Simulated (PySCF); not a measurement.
# C4H4FNO2S: the cost of one run

Computed with PySCF 2.14.0 and routines of our own; the level stands in each step. Atoms count from 0.

### Step 1. The system as given

13 atoms, charge 0, multiplicity 1; geometry from: GFN2-xTB.

### Step 2. Geometry optimisation at PBE/def2-SV(P)

Job settings and geometry (Å):

```
{"job": {"xc": "PBE", "basis": "def2-SV(P)", "grid": 1, "kind": "geom"}, "charge": 0, "multiplicity": 1}
N      2.207033     0.072661     0.056877
C      0.842534    -0.017664     0.019595
C      0.097295    -1.088760    -0.291156
F      0.540914    -2.326560    -0.555819
S     -1.658052    -0.674091    -0.284404
O     -2.339503    -1.334482     0.789888
O     -2.232243    -0.749399    -1.594610
C     -1.288061     1.033749     0.151317
C      0.023665     1.177425     0.255758
H      2.608035     0.822806     0.594221
H      2.718173    -0.794848     0.060446
H     -2.048827     1.775971     0.282598
H      0.524648     2.103679     0.497561
```

Command:

```sh
$ OMP_NUM_THREADS=1 python excited_run.py task.json out
```

One launch serves the whole session: the jobs run in the order shown.

**Question.** How long does this first job take on 1 thread of Arm Neoverse V2, shared host, and how much memory does it need?

About 74 s, with a peak of 0.59 GiB.
